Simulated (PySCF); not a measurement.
# FSr (SrF): the cost of one run

Computed with PySCF 2.14.0 and routines of our own; the level stands in each step. Atoms count from 0.

## 1. The starting structure

2 atoms, charge 0, multiplicity 2; geometry from: GFN2-xTB.

## 2. Relaxing the molecule at PBE0-D3(BJ)/def2-SVP

The job: settings as JSON, then the geometry in Å.

```
{"job": {"xc": "PBE0", "basis": "def2-SVP", "d3": "d3bj", "grid": 1, "maxiter": 30, "shake": 0.01, "kind": "geom"}, "charge": 0, "multiplicity": 2}
F      0.991820    -0.028060     0.000880
Sr    -0.974330    -0.000750    -0.013000
```

Started as:

```bash
> OMP_NUM_THREADS=1 python heavy_run.py task.json out
```

The driver reads the jobs from task.json and runs them one after another.

Q: Estimate the wall time and peak memory of this first job on 1 thread of Intel Xeon Platinum 8488C, shared host.

About 3.1 s, with a peak of 0.25 GiB.
